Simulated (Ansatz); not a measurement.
FH4OPSi, SMILES F[SiH2]OP, a short molecular-dynamics run

Run with Ansatz's Python interface.

`fh4opsi_md.py`
```python
"""Molecular dynamics of one FH4OPSi molecule."""

import warnings

import ansatz
import numpy as np

GEOMETRY = """
F    -1.74890    1.71930   -0.49250
Si   -0.42950    1.09860   -0.00330
O    -0.37870   -0.44720   -0.61310
P     1.04870   -1.23420   -0.10780
H     0.70960    1.91730   -0.51920
H    -0.42780    1.10960    1.48400
H     0.47300   -1.81920    1.08180
H     0.84580   -2.40140   -0.88570
"""

warnings.simplefilter("ignore", ansatz.DeckWarning)

molecule = ansatz.Crystal.molecule()
for line in GEOMETRY.strip().splitlines():
    symbol, *xyz = line.split()
    molecule = molecule.atom(symbol, [float(v) for v in xyz])

calculation = (
    molecule.calculation()
    .basis(gaussian="6-31G")
    .functional("b3lyp")
)
symbols = [site.symbol for site in molecule.cartesian_sites]
start = np.array([site.position_ang for site in molecule.cartesian_sites], dtype=float)
report = calculation.relax(force_tolerance=0.02, max_steps=100).run(threads=1, backend="cpu").report
end = np.array(report["positions_ang"])
minimum = ansatz.Crystal.molecule()
for symbol, place in zip(symbols, end):
    minimum = minimum.atom(symbol, place.tolist())

# dynamics from the relaxed geometry
calculation = (
    minimum.calculation()
    .basis(gaussian="6-31G")
    .functional("b3lyp")
    .md("nvt_nose_hoover", timestep=1.0, steps=30, temperature=800, initial_velocities="maxwell_boltzmann", seed=45, thermostat_time=10)
)
frames = []
result = calculation.session().plan().execute(on_event=lambda e: frames.append(e["data"]) if e["event"] == "md_step" else None)
print("t (fs)   E_pot (eV)      E_kin (eV)   T (K)   d(0-1) (A)")
for f in frames[::1]:
    xyz = np.array(f["positions_ang"])
    print(f"{f['time_fs']:6.2f} {f['lagrangian_ev']:14.5f} {f['e_kin_ev']:10.5f} {f['temperature_k']:8.1f} {np.linalg.norm(xyz[0] - xyz[1]):9.4f}")
kept = np.array([f["conserved_ev"] for f in frames])
print(f"conserved energy moves by at most {1000 * np.ptp(kept):.3f} meV")
symbols = [site.symbol for site in molecule.cartesian_sites]
with open("last_frame.xyz", "w") as handle:
    handle.write(f"{len(symbols)}\nt = {frames[-1]['time_fs']} fs\n")
    handle.writelines("{:2s} {:10.5f} {:10.5f} {:10.5f}\n".format(s, *xyz) for s, xyz in zip(symbols, frames[-1]["positions_ang"]))
```

Running `python fh4opsi_md.py` prints:
```text
t (fs)   E_pot (eV)      E_kin (eV)   T (K)   d(0-1) (A)
  0.00   -21993.92326    0.62045    800.0    1.6978
  1.00   -21993.90547    0.60293    777.4    1.6867
  2.00   -21993.85539    0.55416    714.5    1.6759
  3.00   -21993.78660    0.48787    629.1    1.6657
  4.00   -21993.71387    0.41894    540.2    1.6563
  5.00   -21993.64442    0.35493    457.6    1.6481
  6.00   -21993.57753    0.29569    381.3    1.6412
  7.00   -21993.51170    0.23979    309.2    1.6359
  8.00   -21993.45053    0.19029    245.4    1.6323
  9.00   -21993.40293    0.15540    200.4    1.6306
 10.00   -21993.37970    0.14620    188.5    1.6309
 11.00   -21993.38981    0.17387    224.2    1.6333
 12.00   -21993.43705    0.24651    317.9    1.6377
 13.00   -21993.51698    0.36414    469.5    1.6443
 14.00   -21993.61510    0.51289    661.3    1.6528
 15.00   -21993.70910    0.66486    857.3    1.6631
 16.00   -21993.77709    0.78880   1017.1    1.6747
 17.00   -21993.80824    0.86595   1116.6    1.6873
 18.00   -21993.80620    0.89620   1155.5    1.7003
 19.00   -21993.77987    0.88850   1145.6    1.7132
 20.00   -21993.73157    0.84804   1093.5    1.7258
 21.00   -21993.65829    0.77596   1000.5    1.7374
 22.00   -21993.56252    0.67847    874.8    1.7480
 23.00   -21993.45680    0.57079    736.0    1.7570
 24.00   -21993.35879    0.47214    608.8    1.7645
 25.00   -21993.28443    0.39912    514.6    1.7703
 26.00   -21993.24425    0.36240    467.3    1.7743
 27.00   -21993.24213    0.36609    472.0    1.7765
 28.00   -21993.27434    0.40705    524.8    1.7769
 29.00   -21993.32890    0.47439    611.7    1.7756
 30.00   -21993.38866    0.55197    711.7    1.7727
conserved energy moves by at most 5.838 meV
```

File `last_frame.xyz` afterwards:
```text
8
t = 30.0 fs
F    -1.38620    1.51751   -1.26284
Si   -0.45964    1.27249    0.22838
O     0.07376   -0.28674    0.44191
P     0.93724   -1.58434   -0.52576
H     0.47735    2.41664    0.23934
H    -1.41098    1.65335    1.29486
H     1.64899   -1.74186    0.71143
H    -0.11507   -2.45087   -0.05662
```

What to keep in mind:
- Total energies depend on the basis set; only differences at equal settings carry meaning.
- The trajectory is only some femtoseconds long, so its temperature is not equilibrated; where the script doesn't relax first, it starts from a rough generated geometry.
- b3lyp holds the VWN-RPA fit, as in Gaussian; the form of ORCA and Turbomole is b3lyp5.
- The temperature counts the internal degrees of freedom alone.
- With hydrogen a step over 0.5 fs is long.
- Run time: 2.3 min on 1 thread of Arm Neoverse V1 (shared host), peak memory 0.22 GiB.
